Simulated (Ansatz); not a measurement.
# F4H4OW: the cost of one run

All numbers below are computed with Ansatz 0.2.0 (RKS B3LYP-D4/def2-SVP).

**1. The starting structure**

Bond lengths: W1–H2 2.070 Å, W1–H3 1.720 Å, W1–F4 1.850 Å, W1–F5 1.850 Å, W1–F6 1.850 Å, W1–F7 1.850 Å, W1–O8 2.240 Å, O8–H9 1.010 Å, W1–H10 2.196 Å. Angles (14 of 29 angles, heavy atoms first): F4–W1–F5 90.0°, F4–W1–F6 180.0°, F4–W1–F7 90.0°, F4–W1–O8 46.8°, F5–W1–F6 90.0°, F5–W1–F7 90.0°, F5–W1–O8 131.1°, F6–W1–F7 90.0°, F6–W1–O8 133.2°, F7–W1–O8 108.4°, H2–W1–F4 90.0°, H2–W1–F5 90.0°, H2–W1–F6 90.0°, H2–W1–F7 180.0°.

Structure file:

```xyz
10

W     0.0000    0.0000    0.0000
H     0.0000    0.0000    2.0700
H     1.7200    0.0000    0.0000
F     0.0000    1.8500    0.0000
F    -1.8500    0.0000    0.0000
F     0.0000   -1.8500    0.0000
F     0.0000    0.0000   -1.8500
O     1.4721    1.5335    0.7063
H     2.2027    1.0805    1.2365
H     0.7317    0.7622    1.9256
```

**2. Pulling towards end A**

Springs on the bonds that form and break draw the guess towards this end; the thresholds are loose.

input.yaml reads:

```yaml
crystal:
  periodic: [false, false, false]
  atoms:
    - { symbol: W, position_ang: [0.0, 0.0, 0.0] }
    - { symbol: H, position_ang: [0.0, 0.0, 2.07] }
    - { symbol: H, position_ang: [1.72, 0.0, 0.0] }
    - { symbol: F, position_ang: [0.0, 1.85, 0.0] }
    - { symbol: F, position_ang: [-1.85, 0.0, 0.0] }
    - { symbol: F, position_ang: [0.0, -1.85, 0.0] }
    - { symbol: F, position_ang: [0.0, 0.0, -1.85] }
    - { symbol: O, position_ang: [1.4721, 1.5335, 0.7063] }
    - { symbol: H, position_ang: [2.2027, 1.0805, 1.2365] }
    - { symbol: H, position_ang: [0.7317, 0.7622, 1.9256] }
basis:
  gaussian: { orbitals: def2-SVP }
hamiltonian:
  xc: b3lyp
  dispersion: d4
relax:
  f_tol: 0.15
  max_steps: 25
  restrain:
    - { distance: [0, 7], at: 3.14, k: 30.0 }
    - { distance: [9, 1], at: 1.86, k: 30.0 }
    - { distance: [0, 1], at: 1.72, k: 30.0 }
    - { distance: [9, 7], at: 1.01, k: 30.0 }
```

Run with:

```sh
ansatz run input.yaml --threads 4 --pin off --max-ram 5120MiB --backend cpu --events-out ev --progress --plain --runs-dir out
```

What time and memory should one allow on 4 threads of Arm Neoverse V1, shared host?

About 43 s, with a peak of 0.31 GiB.
